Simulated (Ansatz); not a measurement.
# CH₄BF₂Sb: how energies converge with the basis set

The task here is to estimate one member of a computed series from the others.

Method: one geometry, several basis sets; program: Ansatz 0.2.0, Gaussian basis.

The runs, in order: PBE0-D4/def2-SVP; ωB97M-V/def2-SVP; PBE0-D4/def2-QZVPP; ωB97M-V/def2-QZVPP; the functionals' def2-TZVPP values are taken from earlier runs.

1 further run of the same task is left out (for a known fault of the program). Runs told in other sessions of the task aren't counted.

### The geometry

The geometry comes from an earlier relaxation with PBE0-D4 in a triple-zeta def2 set; it is a stationary point, not always the lowest conformer. Sb takes the def2 core potential; no spin-orbit term is included.

SMILES `C[BH][Sb]([F])[F]`, 9 atoms, charge 0, spin multiplicity 1.

Atoms are counted from 1 here; the program's logs count them from 0.

Bond lengths: C1–B2 1.538 Å, C1–H6 1.091 Å, C1–H7 1.107 Å, C1–H8 1.092 Å, B2–Sb3 2.289 Å, B2–H9 1.198 Å, Sb3–F4 1.919 Å, Sb3–F5 1.922 Å. Angles: B2–C1–H6 116.0°, B2–C1–H7 101.5°, B2–C1–H8 115.1°, H6–C1–H7 105.5°, H6–C1–H8 111.4°, H7–C1–H8 105.7°, C1–B2–Sb3 120.0°, C1–B2–H9 122.3°, Sb3–B2–H9 117.3°, B2–Sb3–F4 93.2°, B2–Sb3–F5 88.4°, F4–Sb3–F5 95.1°.

The first run:

in.yaml reads:

```yaml
crystal:
  periodic: [false, false, false]
  atoms:
    - {symbol: C, position_ang: [-1.077966, -0.352989, 0.444108]}
    - {symbol: B, position_ang: [0.417742, -0.184223, 0.759362]}
    - {symbol: Sb, position_ang: [1.942695, -0.094559, -0.945949]}
    - {symbol: F, position_ang: [0.609249, -0.370068, -2.297905]}
    - {symbol: F, position_ang: [1.771309, 1.819886, -0.924410]}
    - {symbol: H, position_ang: [-1.315001, -0.850425, -0.496984]}
    - {symbol: H, position_ang: [-1.395877, 0.699263, 0.311700]}
    - {symbol: H, position_ang: [-1.682692, -0.744243, 1.265298]}
    - {symbol: H, position_ang: [0.819044, 0.031256, 1.867679]}
basis:
  gaussian: {orbitals: def2-SVP}
hamiltonian: {xc: pbe0, dispersion: d4}
output: {orbitals: {seedname: orbitals}}
```

On the command line:

```console
$ ansatz run in.yaml --threads 4 --pin off --events-out ev --progress --plain --max-ram 10444MiB
```

Steps of the session up to this table: PBE0-D4 in def2-SVP; ωB97M-V in def2-SVP; PBE0-D4 in def2-QZVPP; ωB97M-V in def2-QZVPP.

One of the session's tables, all rows but one given; the rest of the session is left out.

It belongs to the step «Functionals by basis». 

```
functional       basis  HOMO (eV)  LUMO (eV)
   PBE0-D4    def2-SVP      -6.91      -2.39
   PBE0-D4  def2-TZVPP      -7.05      -2.55
   PBE0-D4  def2-QZVPP      -7.06      -2.57
   ωB97M-V    def2-SVP          ?          ?
   ωB97M-V  def2-TZVPP      -9.11      -0.62
   ωB97M-V  def2-QZVPP      -9.13      -0.68
```

Estimate the missing values for ωB97M-V, def2-SVP.

**Answer.** HOMO (eV): -8.95; LUMO (eV): -0.36. In the column «HOMO (eV)» it lies between ωB97M-V, def2-TZVPP (-9.11) and PBE0-D4, def2-QZVPP (-7.06).
